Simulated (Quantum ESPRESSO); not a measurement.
HfGe:

```
Hf Ge
1.0
     3.21967    0.00000    0.00000
     0.00000    3.21967    0.00000
     0.00000    0.00000    4.10843
Hf Ge
1 1
Direct
  0.50000 0.50000 0.00000
  0.00000 0.00000 0.00000
```

The cell was built by a generator and needn't be a form met in nature.

```yaml
Program: Quantum ESPRESSO 7.5
Task: phonons
Functional: PBE
Potentials_or_basis: GBRV 1.5 PBE
Cutoff: 612 eV
Density_cutoff: 4898 eV
k_mesh: 8 × 8 × 7
Occupations: cold, width 0.2 eV
Spin: no spin polarisation
Mixing_beta: 0.5
Most_SCF_iterations: 120
SCF_threshold: 4e-10 Ry
```

The cell and the atoms were relaxed first, to 22.21 Å³/atom (a = 3.804 Å, b = 3.804 Å, c = 3.070 Å, α = 90.00°, β = 90.00°, γ = 90.00°), and the response was taken there.

Task: What is the highest optical frequency at the zone centre?

Result: 229 cm⁻¹, a mode of symmetry Eu (IR).

Optical modes at Γ, degenerate ones joined:
```
cm⁻¹  components  symmetry  active in
100i           1       A2u         IR
 229           2        Eu         IR
```

Caveat: the mesh is thin for the phonons of a metal; some modes are imaginary.
